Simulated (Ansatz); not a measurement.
# Ti3SnO8: the cost of one run

Program: Ansatz 0.2.0. Level of theory: DFT PBE, scalar-relativistic, plane waves, PAW. These are calculated values, not measurements.

## Step 1: The system as given

The structure is orthorhombic, space group Cmmm (No. 65). Conventional cell: a = 6.634 Å, b = 6.634 Å, c = 6.073 Å, α = 90.00°, β = 90.00°, γ = 90.00°. Ti (site symmetry mmm) is surrounded by 6 O at 1.95 to 2.03 Å. Around Ti (site symmetry mm2) lie 6 O at 1.96 to 1.99 Å. Sn (site symmetry mmm) has 6 O at 2.08 Å as nearest neighbours. O (site symmetry m) has 2 Ti at 1.95 to 1.99 Å and 1 Sn at 2.08 Å as nearest neighbours. O (site symmetry 2mm) is surrounded by 3 Ti at 1.96 to 2.03 Å. Around O (site symmetry 2mm) lie 2 Ti at 1.99 Å and 1 Sn at 2.08 Å.

Coordinates:

```cif
data_structure
_symmetry_space_group_name_H-M 'P 1'
_symmetry_Int_Tables_number 1
_cell_length_a 4.6910
_cell_length_b 4.6910
_cell_length_c 6.0733
_cell_angle_alpha 90.000
_cell_angle_beta 90.000
_cell_angle_gamma 90.006
_cell_volume 133.64
loop_
_atom_site_label
_atom_site_type_symbol
_atom_site_fract_x
_atom_site_fract_y
_atom_site_fract_z
_atom_site_occupancy
Ti1 Ti 0.50000 0.50000 0.00000 1
Ti2 Ti 0.00000 0.00000 0.24439 1
Ti3 Ti 0.00000 0.00000 0.75561 1
Sn1 Sn 0.50000 0.50000 0.50000 1
O1 O 0.30033 0.69967 0.23673 1
O2 O 0.30033 0.69967 0.76327 1
O3 O 0.80646 0.80646 0.00000 1
O4 O 0.81326 0.81326 0.50000 1
O5 O 0.19354 0.19354 0.00000 1
O6 O 0.18674 0.18674 0.50000 1
O7 O 0.69967 0.30033 0.23673 1
O8 O 0.69967 0.30033 0.76327 1
```

It is the end of an earlier relaxation with the same method, from a generated guess; it is a trial structure. At a tolerance of 0.02 Å it has space group Cmmm (No. 65); it has 11.14 Å³/atom, an uncorrected energy of -2.64 eV/atom over the elements.

## Step 2: Static run: bands, density of states and charges

input.yaml

```yaml
crystal:
  lattice:
    - [3.3168197624, -3.3171860433, 0.0]
    - [3.3168197624, 3.3171860433, 0.0]
    - [0.0, 0.0, 6.0733135294]
  atoms:
    - { symbol: Ti, position: [0.5, 0.5, 0.0] }
    - { symbol: Ti, position: [0.0, 0.0, 0.2443936817] }
    - { symbol: Ti, position: [0.0, 0.0, 0.7556063183] }
    - { symbol: Sn, position: [0.5, 0.5, 0.5] }
    - { symbol: O, position: [0.3003299121, 0.6996700879, 0.2367345332] }
    - { symbol: O, position: [0.3003299121, 0.6996700879, 0.7632654668] }
    - { symbol: O, position: [0.8064559756, 0.8064559756, 0.0] }
    - { symbol: O, position: [0.8132585397, 0.8132585397, 0.5] }
    - { symbol: O, position: [0.1935440244, 0.1935440244, 0.0] }
    - { symbol: O, position: [0.1867414603, 0.1867414603, 0.5] }
    - { symbol: O, position: [0.6996700879, 0.3003299121, 0.2367345332] }
    - { symbol: O, position: [0.6996700879, 0.3003299121, 0.7632654668] }
basis:
  ecutwfc: 420
kpoints:
  mp_grid: { grid: [6, 6, 6] }
  band_path:
    path:
      - [[0.0, 0.0, 0.0], [-0.5, 0.5, 0.0], [-0.49994479, 0.50005521, 0.0]]
      - [[0.49994479, 0.49994479, 0.0], [0.0, 0.0, 0.0], [0.0, 0.0, 0.5], [0.49994479, 0.49994479, 0.5]]
      - [[-0.49994479, 0.50005521, 0.5], [-0.5, 0.5, 0.5], [-0.5, 0.5, 0.0]]
      - [[0.0, 0.0, 0.0], [0.0, 0.5, 0.0], [0.0, 0.5, 0.5], [0.0, 0.0, 0.5], [-0.5, 0.5, 0.5]]
    npoints: 10
hamiltonian:
  xc: pbe
scf:
  occupations: { method: gaussian, width: 0.02 }
  n_extra_bands: 30
output:
  forces: true
  stress: true
  eigenvalues: true
  populations: true
  dos: { projected: true, de: 0.02, nscf_kmesh: { grid: [9, 9, 9] } }
  bader: false
```

Command:

```bash
> ansatz run input.yaml --threads 4 --pin off --max-ram 8192MiB --backend cpu --events-out ev --progress --plain --runs-dir out
```

Q: Estimate wall time and peak memory on 4 threads of Intel Xeon at 2.70GHz, shared host.

About 44 s, with a peak of 1.1 GiB.
